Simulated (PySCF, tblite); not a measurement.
# C4H6BF: geometry, infrared bands, NMR shifts and spin-spin couplings

Wanted: the infrared bands, NMR shifts and spin-spin couplings of C4H6BF (`CBC#CCF`), by calculation.

Programs: tblite 0.8.0 and PySCF 2.14.0, with density-fitted response routines of our own. Each step states its level of theory. These are calculated values for one molecule in the gas phase, unless marked as measured. Atoms are numbered from 0 throughout.

## (1) The molecule as given

12 atoms, charge 0, multiplicity 1; geometry from: force field or distance geometry start.

Bonds of the start (Å): C0–B1 1.56, B1–C2 1.54, C2–C3 1.18, C3–C4 1.47, C4–F5 1.37, C0–H6 1.10, C0–H7 1.12, C0–H8 1.11, B1–H9 1.19, C4–H10 1.13, C4–H11 1.11.

## (2) Optimising the geometry with GFN2-xTB

Job settings and geometry (Å):

```
{"job": {"kind": "relax", "xc": "GFN2-xTB", "basis": "xTB"}, "charge": 0, "multiplicity": 1}
C     -2.400200     0.638000     0.034100
B     -1.408600    -0.563500     0.171400
C      0.123400    -0.416300     0.210100
C      1.293000    -0.281600     0.216700
C      2.754400    -0.115000     0.244600
F      3.431000    -1.211600    -0.226200
H     -1.937000     1.626300     0.191500
H     -3.211100     0.502800     0.795900
H     -2.910900     0.580000    -0.952200
H     -1.871600    -1.657200     0.155900
H      3.044100     0.786200    -0.378600
H      3.094900     0.111300     1.275400
```

The run is started by

```
> OMP_NUM_THREADS=1 python probes_run.py task.json out
```

This one command runs all jobs of the session in turn.

The log of the run:

```text
step      E/eV     max force
  0    -476.35536    4.474
  1    -476.09309    8.344
  2    -476.48521    1.157
  3    -476.50245    0.424
  4    -476.51184    0.473
  5    -476.51999    0.155
  6    -476.52135    0.148
  7    -476.52474    0.160
  8    -476.52607    0.117
  9    -476.52729    0.101
 10    -476.52825    0.085
 11    -476.52949    0.138
 12    -476.53052    0.115
 13    -476.53115    0.058
 14    -476.53148    0.054
 15    -476.53180    0.068
 16    -476.53219    0.074
 17    -476.53253    0.054
 18    -476.53278    0.042
 19    -476.53298    0.047
 20    -476.53320    0.058
 21    -476.53341    0.048
 22    -476.53356    0.026
 23    -476.53365    0.024
 24    -476.53373    0.025
 25    -476.53386    0.034
 26    -476.53402    0.040
 27    -476.53420    0.039
 28    -476.53433    0.032
 29    -476.53443    0.039
 30    -476.53456    0.045
 31    -476.53479    0.051
 32    -476.53520    0.059
 33    -476.53576    0.072
 34    -476.53630    0.055
 35    -476.53681    0.060
 36    -476.53744    0.070
 37    -476.53815    0.083
 38    -476.53891    0.080
 39    -476.53951    0.063
 40    -476.53994    0.051
 41    -476.54023    0.046
 42    -476.54044    0.049
 43    -476.54047    0.052
 44    -476.54061    0.026
 45    -476.54065    0.022
 46    -476.54072    0.016
 47    -476.54077    0.021
 48    -476.54083    0.024
 49    -476.54088    0.022
 50    -476.54093    0.019
 51    -476.54099    0.024
 52    -476.54104    0.021
 53    -476.54108    0.017
 54    -476.54111    0.020
 55    -476.54117    0.029
 56    -476.54128    0.039
 57    -476.54144    0.040
 58    -476.54162    0.038
 59    -476.54178    0.035
 60    -476.54194    0.039
 61    -476.54208    0.042
 62    -476.54217    0.025
 63    -476.54221    0.013
 64    -476.54223    0.016
 65    -476.54225    0.020
 66    -476.54229    0.020
 67    -476.54236    0.016
 68    -476.54239    0.014
 69    -476.54241    0.010
```

It took 0.29 s on 1 thread of Arm Neoverse V1, shared host.

The steps of the relaxation: (not every step is listed) (the energy doesn't fall at every step)

```
step  energy from step 0 (eV)  largest force (eV/Å)
   0                   0.0000                4.4740
   1                   0.2623                8.3437
   2                  -0.1298                1.1571
   3                  -0.1471                0.4242
   4                  -0.1565                0.4730
   5                  -0.1646                0.1546
   6                  -0.1660                0.1482
   7                  -0.1694                0.1601
   8                  -0.1707                0.1171
  13                  -0.1758                0.0583
  18                  -0.1774                0.0419
  23                  -0.1783                0.0241
  28                  -0.1790                0.0324
  33                  -0.1804                0.0718
  38                  -0.1835                0.0802
  43                  -0.1851                0.0517
  48                  -0.1855                0.0238
  53                  -0.1857                0.0171
  58                  -0.1863                0.0381
  63                  -0.1868                0.0129
  64                  -0.1869                0.0157
  65                  -0.1869                0.0197
  66                  -0.1869                0.0200
  67                  -0.1870                0.0157
  68                  -0.1870                0.0140
  69                  -0.1870                0.0100
```

Close pairs (by a distance rule), those that changed most:

```
  bond  before (Å)  after (Å)  change (Å)
 B1–C2       1.540      1.500      -0.040
C4–H10       1.133      1.098      -0.036
 C2–C3       1.177      1.210      +0.033
 C0–H7       1.121      1.089      -0.032
 C3–C4       1.471      1.445      -0.026
 C0–H8       1.112      1.090      -0.022
 B1–H9       1.188      1.172      -0.016
 C0–H6       1.103      1.087      -0.016
```

The final coordinates are the input of the step that follows.

## (3) Harmonic vibrations with GFN2-xTB

Job settings and geometry (Å):

```
{"job": {"kind": "ir", "xc": "GFN2-xTB", "basis": "xTB"}, "charge": 0, "multiplicity": 1}
C     -2.364803     0.620168     0.116418
B     -1.403828    -0.623467     0.042875
C      0.082460    -0.434401     0.104017
C      1.275554    -0.243907     0.167249
C      2.707267    -0.063773     0.242212
F      3.386466    -1.260770     0.141686
H     -1.863837     1.563726     0.316396
H     -3.133330     0.475706     0.874623
H     -2.897843     0.722779    -0.829285
H     -1.837620    -1.706800    -0.063641
H      3.062449     0.570561    -0.580335
H      2.988265     0.379493     1.206479
```

The log of the run:

```text
mode    cm-1     km/mol
  1      37.5      2.11
  2      52.5      5.04
  3      90.9      0.95
  4     169.8      2.71
  5     172.3      1.78
  6     339.8      0.29
  7     422.7      0.43
  8     502.4      9.61
  9     608.8     13.60
 10     707.6      2.78
 11     813.2    158.27
 12     855.1     12.80
 13     929.2      1.21
 14     986.6    124.11
 15    1006.5     27.15
 16    1062.3     23.04
 17    1187.5      5.20
 18    1239.4    128.85
 19    1297.3     57.62
 20    1375.4     24.60
 21    1395.1      4.35
 22    1479.6      1.68
 23    1486.9      4.39
 24    2285.8     91.73
 25    2628.9    129.08
 26    2903.3     16.77
 27    2914.3     21.46
 28    2997.0     23.30
 29    3017.6     20.35
 30    3044.0     33.39
```

Run time: 0.28 s. Hardware: 1 thread of Arm Neoverse V1, shared host.

The strongest bands and the atoms that carry them (share of the mass-weighted mode):

```
cm⁻¹  km/mol                               atoms
 813   158.3  B1 26 %, H8 24 %, H7 15 %, C0 14 %
 987   124.1                    C4 50 %, F5 35 %
1006    27.1           B1 31 %, H6 28 %, C0 28 %
1239   128.8           B1 43 %, C3 14 %, C2 13 %
1297    57.6         H10 32 %, H11 32 %, C4 26 %
2286    91.7                    C3 51 %, C2 47 %
2629   129.1                             H9 92 %
3044    33.4                             H6 93 %
```

## (4) Nuclear shieldings: PBE0/pcSseg-1

The job, as its differences from that of step 3:

```diff
@@ -1,2 +1,2 @@
-{"job": {"kind": "ir", "xc": "GFN2-xTB", "basis": "xTB"}, "charge": 0, "multiplicity": 1}
+{"job": {"kind": "nmr", "xc": "PBE0", "basis": "pcSseg-1"}, "charge": 0, "multiplicity": 1}
 C     -2.364803     0.620168     0.116418
```

Level: GIAO PBE0/pcSseg-1 NMR shielding, non-relativistic, gas phase.

The log of the run:

```text
coarse grid: 10240 points
cycle   1  E = -280.1886639661  dE =  6.028e-01  |g| = 5.929e-01  |ddm| = 3.175e+00
cycle   2  E = -280.1091686079  dE =  7.950e-02  |g| = 8.689e-01  |ddm| = 1.312e+00
cycle   3  E = -280.2528993304  dE = -1.437e-01  |g| = 1.930e-01  |ddm| = 7.986e-01
cycle   4  E = -280.2618167870  dE = -8.917e-03  |g| = 5.431e-02  |ddm| = 1.760e-01
cycle   5  E = -280.2624601156  dE = -6.433e-04  |g| = 1.716e-02  |ddm| = 4.752e-02
cycle   6  E = -280.2625212687  dE = -6.115e-05  |g| = 3.027e-03  |ddm| = 1.902e-02
cycle   7  E = -280.2625232849  dE = -2.016e-06  |g| = 6.408e-04  |ddm| = 3.300e-03
final grid: 99880 points
cycle   8  E = -280.3043465361  dE = -3.084e-05  |g| = 6.952e-03  |ddm| = 3.781e-02
cycle   9  E = -280.3043433633  dE =  3.173e-06  |g| = 8.416e-03  |ddm| = 1.361e-02
cycle  10  E = -280.3043579097  dE = -1.455e-05  |g| = 1.084e-03  |ddm| = 6.972e-03
cycle  11  E = -280.3043580979  dE = -1.882e-07  |g| = 3.672e-04  |ddm| = 1.176e-03
cycle  12  E = -280.3043581242  dE = -2.626e-08  |g| = 1.778e-04  |ddm| = 3.713e-04
cycle  13  E = -280.3043581316  dE = -7.443e-09  |g| = 3.099e-05  |ddm| = 1.442e-04
cycle  14  E = -280.3043581318  dE = -2.418e-10  |g| = 7.867e-06  |ddm| = 3.570e-05
converged SCF energy = -280.3043581318

GIAO shielding tensors (ppm)
atom      isotropic    diamagn.    paramagn.     s11        s22        s33       span
  0 C      170.631     252.761     -82.131    139.164    182.836    189.892     50.729
  1 B       31.731     194.932    -163.201    -46.641     10.450    131.385    178.027
  2 C       72.592     254.592    -182.000    -23.468     -3.919    245.163    268.631
  3 C       43.283     272.587    -229.304    -21.449      5.957    145.340    166.788
  4 C      112.940     241.936    -128.996     83.171     88.923    166.727     83.556
  5 F      409.033     468.798     -59.765    364.923    409.777    452.398     87.475
  6 H       30.386      32.563      -2.177     26.854     30.211     34.094      7.240
  7 H       30.559      28.578       1.980     27.085     28.394     36.197      9.112
  8 H       30.857      29.124       1.733     27.208     28.625     36.739      9.531
  9 H       24.815      30.221      -5.405     20.855     26.324     27.267      6.412
 10 H       26.013      27.207      -1.194     21.624     26.303     30.110      8.486
 11 H       26.007      26.775      -0.767     21.627     26.311     30.084      8.457
```

Run time: 14 s. Hardware: 1 thread of Arm Neoverse V1, shared host; peak memory 0.6 GiB.

Shifts follow as δ = σ(reference) − σ, with reference shieldings (ppm) from runs at the same level and on the same kind of geometry: 1H TMS 31.72, 13C TMS 186.9, 19F CFCl3 170.9, 11B BF3·OEt2 100.1. The references are single molecules in the gas phase, so shifts against H2O, NH3, PH3, H3PO4 or CFCl3 are not on the usual liquid scales and can be off by tens of ppm. Atoms listed in one row are averaged.

```
     atoms                                    environment  σ (ppm)  δ (ppm)  δ scaled to CDCl3
        C3                                  alkyne carbon     43.3    143.6              138.3
        C2                                  alkyne carbon     72.6    114.3              109.7
        C4                propargylic sp3 CH2 bonded to F    112.9     74.0               70.3
        C0                      methyl carbon bonded to B    170.6     16.3               14.0
        H9              hydrogen on a boron bonded to 2 C    24.82     6.90                  –
  H10, H11  hydrogen on a propargylic sp3 CH2 bonded to F    26.01     5.71               5.49
H6, H7, H8        hydrogen on a methyl carbon bonded to B    30.60     1.12               1.16
        B1                         boron bonded to 2 C, H     31.7     68.3                  –
        F5                      fluorine on an sp3 carbon    409.0   -238.1                  –
```

The scaled column applies a straight-line fit of computed shieldings to shifts measured in CDCl3, and one for carbons that bear F (root-mean-square error 0.16 ppm for H, 1.9 ppm for C).

The run also stored atomic charges by several schemes (e):

```
atoms  Mulliken    IAO  Hirshfeld  ESP fit
   C0     -0.52  -0.57      -0.19    -0.69
   B1      0.29   0.16       0.18     0.69
   C2     -0.20  -0.13      -0.11    -0.47
   C3     -0.18  -0.02      -0.02     0.12
   C4      0.24   0.02       0.04     0.01
   F5     -0.33  -0.32      -0.12    -0.21
```

Mayer bond orders: C0–B1 1.03, B1–C2 1.14, C2–C3 2.44, C3–C4 1.14, C4–F5 0.91.

## (5) Indirect couplings: B3LYP/pcJ-1

The job, as its differences from that of step 4:

```diff
@@ -1,2 +1,2 @@
-{"job": {"kind": "nmr", "xc": "PBE0", "basis": "pcSseg-1"}, "charge": 0, "multiplicity": 1}
+{"job": {"kind": "j", "xc": "B3LYP", "basis": "pcJ-1"}, "charge": 0, "multiplicity": 1}
 C     -2.364803     0.620168     0.116418
```

With the program's defaults for keys left out, this is: B3LYP/pcJ-1 indirect spin-spin coupling, non-relativistic, gas phase.

The log of the run:

```text
coarse grid: 10240 points
cycle   1  E = -280.5471344945  dE =  5.380e-01  |g| = 6.515e-01  |ddm| = 2.936e+00
cycle   2  E = -280.4362337953  dE =  1.109e-01  |g| = 9.925e-01  |ddm| = 1.307e+00
cycle   3  E = -280.6194445672  dE = -1.832e-01  |g| = 2.319e-01  |ddm| = 8.440e-01
cycle   4  E = -280.6319111810  dE = -1.247e-02  |g| = 7.590e-02  |ddm| = 2.050e-01
cycle   5  E = -280.6331608347  dE = -1.250e-03  |g| = 2.461e-02  |ddm| = 5.940e-02
cycle   6  E = -280.6332826717  dE = -1.218e-04  |g| = 4.035e-03  |ddm| = 2.213e-02
cycle   7  E = -280.6332860611  dE = -3.389e-06  |g| = 9.634e-04  |ddm| = 4.138e-03
final grid: 99880 points
cycle   8  E = -280.6832437619  dE = -1.159e-04  |g| = 6.979e-03  |ddm| = 2.340e-02
cycle   9  E = -280.6832365811  dE =  7.181e-06  |g| = 9.416e-03  |ddm| = 1.141e-02
cycle  10  E = -280.6832531317  dE = -1.655e-05  |g| = 1.312e-03  |ddm| = 6.952e-03
cycle  11  E = -280.6832532461  dE = -1.145e-07  |g| = 9.824e-04  |ddm| = 1.491e-03
cycle  12  E = -280.6832534651  dE = -2.189e-07  |g| = 3.158e-04  |ddm| = 7.691e-04
cycle  13  E = -280.6832534870  dE = -2.199e-08  |g| = 2.496e-05  |ddm| = 2.281e-04
cycle  14  E = -280.6832534872  dE = -1.222e-10  |g| = 9.910e-06  |ddm| = 2.889e-05
converged SCF energy = -280.6832534872

Indirect spin-spin couplings (Hz)
  i      j    bonds     total        FC       PSO       DSO        SD
  0 C    1 B    1     51.859    53.647    -2.243     0.149     0.307
  0 C    2 C    2      2.957     3.032    -0.086     0.011         -
  0 C    3 C    3      1.465     1.753    -0.244    -0.044         -
  0 C    4 C    4     -0.491    -0.497     0.030    -0.025         -
  0 C    5 F    5      6.251     6.057     0.028    -0.128     0.294
  0 C    6 H    1    131.278   129.256     1.533     0.489         -
  0 C    7 H    1    123.243   120.971     1.793     0.479         -
  0 C    8 H    1    119.957   117.584     1.884     0.488         -
  0 C    9 H    2      3.569     3.922    -0.119    -0.235         -
  0 C   10 H    5      0.189     0.217     0.066    -0.094         -
  0 C   11 H    5      0.171     0.199     0.066    -0.094         -
  1 B    2 C    1     92.421    94.275    -2.303     0.204     0.246
  1 B    3 C    2     18.213    17.299     0.387    -0.151     0.678
  1 B    4 C    3      1.220     1.035     0.174    -0.069     0.080
  1 B    5 F    4     -4.239    -4.249     0.157    -0.198     0.051
  1 B    6 H    2     -6.115    -5.574    -0.180    -0.396     0.035
  1 B    7 H    2     -4.457    -4.303     0.031    -0.330     0.145
  1 B    8 H    2     -4.283    -4.357     0.154    -0.296     0.217
  1 B    9 H    1    137.419   137.798    -1.551     0.596     0.576
  1 B   10 H    4     -0.681    -0.629     0.213    -0.265    -0.001
  1 B   11 H    4     -0.658    -0.607     0.210    -0.261     0.001
  2 C    3 C    1    158.482   153.852     4.504     0.126         -
  2 C    4 C    2     11.234    11.404    -0.052    -0.118         -
  2 C    5 F    3      8.247     8.609    -0.729    -0.285     0.652
  2 C    6 H    3      6.968     6.921    -0.087     0.134         -
  2 C    7 H    3      3.724     3.726     0.239    -0.241         -
  2 C    8 H    3      1.010     1.029     0.170    -0.189         -
  2 C    9 H    2      7.151     7.473    -0.218    -0.104         -
  2 C   10 H    3      3.110     2.691     0.823    -0.405         -
  2 C   11 H    3      3.116     2.702     0.817    -0.403         -
  3 C    4 C    1     80.721    82.887    -2.405     0.238         -
  3 C    5 F    2     15.843    19.906    -3.717    -0.068    -0.278
  3 C    6 H    4      0.159     0.184     0.001    -0.026         -
  3 C    7 H    4      1.091     1.067     0.276    -0.253         -
  3 C    8 H    4      1.173     1.105     0.295    -0.227         -
  3 C    9 H    3      3.792     3.305     0.808    -0.320         -
  3 C   10 H    2     -6.406    -6.140    -0.135    -0.131         -
  3 C   11 H    2     -6.510    -6.246    -0.137    -0.127         -
  4 C    5 F    1   -229.750  -283.148    29.968     0.635    22.795
  4 C    7 H    5     -0.412    -0.397     0.131    -0.145         -
  4 C    8 H    5     -0.523    -0.510     0.117    -0.131         -
  4 C    9 H    4      0.188     0.199     0.167    -0.179         -
  4 C   10 H    1    159.705   158.998    -0.247     0.954         -
  4 C   11 H    1    159.286   158.576    -0.244     0.954         -
  5 F    6 H    6     -0.335    -0.492     0.443    -0.459     0.173
  5 F    7 H    6      0.479     0.359     0.587    -0.555     0.088
  5 F    8 H    6      0.377     0.246     0.574    -0.531     0.089
  5 F    9 H    5     11.980    11.848     0.551    -0.367    -0.052
  5 F   10 H    2     54.650    49.282    10.526    -1.390    -3.768
  5 F   11 H    2     54.387    48.993    10.543    -1.391    -3.758
  6 H    7 H    2    -12.213   -12.330     3.041    -2.923         -
  6 H    8 H    2    -14.975   -15.103     2.986    -2.859         -
  6 H    9 H    3     12.248    12.450     2.082    -2.284         -
  7 H    8 H    2    -21.146   -21.293     2.896    -2.748         -
  7 H    9 H    3      3.062     3.159     0.542    -0.639         -
  7 H   10 H    6      1.663     1.725     0.594    -0.655         -
  7 H   11 H    6      0.574     0.626     0.401    -0.452         -
  8 H    9 H    3      0.942     1.025     0.740    -0.822         -
  8 H   10 H    6      0.984     1.032     0.327    -0.376         -
  8 H   11 H    6      2.073     2.133     0.566    -0.626         -
 10 H   11 H    2    -19.602   -19.646     2.474    -2.431         -
```

It took 50 s on 1 thread of Arm Neoverse V1, shared host; peak memory 0.9 GiB.

A choice of the couplings up to four bonds, sorted by the number of bonds, with means over like pairs; isotopes 11B, 13C, 19F, 1H:

```
   pair  bonds  J (Hz)  Fermi contact (Hz)
  C4–F5      1  -229.8              -283.1
 C4–H10      1   159.5               158.8
  C2–C3      1   158.5               153.9
  B1–H9      1   137.4               137.8
  C0–H6      1   124.8               122.6
  B1–C2      1    92.4                94.3
  C3–C4      1    80.7                82.9
  C0–B1      1    51.9                53.6
 F5–H10      2    54.5                49.1
H10–H11      2   -19.6               -19.6
  B1–C3      2    18.2                17.3
  H6–H7      2   -16.1               -16.2
  C3–F5      2    15.8                19.9
  C2–C4      2    11.2                11.4
  C2–H9      2     7.2                 7.5
 C3–H10      2    -6.5                -6.2
  B1–H6      2    -5.0                -4.7
  C2–F5      3     8.2                 8.6
  H6–H9      3     5.4                 5.5
  C2–H6      3     3.9                 3.9
  C3–H9      3     3.8                 3.3
 C2–H10      3     3.1                 2.7
  C0–C3      3     1.5                 1.8
  B1–C4      3     1.2                 1.0
  B1–F5      4    -4.2                -4.2
```

The spin-dipole term was solved for some atoms only; pairs without it lack that part.

Quadrupole couplings from the field gradients of the same density:

```
atom  isotope  eQq/h (MHz)     η
  B1      11B        5.202  0.14
```

Shifts (PBE0/pcSseg-1, unscaled) and these couplings together give the proton spectrum at 500 MHz below. Couplings to quadrupolar nuclei are left out.

1H NMR δ 6.90 (br, 1H), 5.71 (d, J = 54.5 Hz, 2H), 1.12 (m, 3H). The letters are first-order; like nuclei with unlike couplings give more lines.

## (6) What came out

| quantity | value |
| --- | --- |
| strongest single infrared mode (GFN2-xTB) | 813 cm⁻¹, 158 km/mol |
| zero-point energy (GFN2-xTB) | 54.3 kcal/mol |
| 13C shifts against TMS (PBE0/pcSseg-1) | 143.6, 114.3, 74.0, 16.3 ppm |
| 1H shifts against TMS (PBE0/pcSseg-1, means over atoms taken as alike) | 6.90, 5.71, 1.12 ppm |
| 11B shifts against BF3·OEt2 (PBE0/pcSseg-1) | 68.3 ppm |
| 19F shifts against CFCl3 (PBE0/pcSseg-1) | -238.1 ppm |
| largest coupling of the table (B3LYP/pcJ-1) | 1J(C,F) C4–F5, -229.8 Hz |

**Reading.** Relaxing lowered the energy by 0.187 eV in 69 steps; the close pair that moved most is B1–C2, from 1.540 to 1.500 Å. No mode is imaginary among the 30: a minimum at this level. The strongest single mode, at 813 cm⁻¹, is carried by B1, H8, H7, C0. Unscaled tight-binding wavenumbers are off by several per cent, some by more. Its intensities can rank the bands wrongly. At PBE0/pcSseg-1: The largest span, 269 ppm, is at C2, where the paramagnetic term is -182 ppm. In the run at B3LYP/pcJ-1, the largest coupling of the table is C4–F5, -229.8 Hz, of which the Fermi-contact term gives -283.1 Hz.
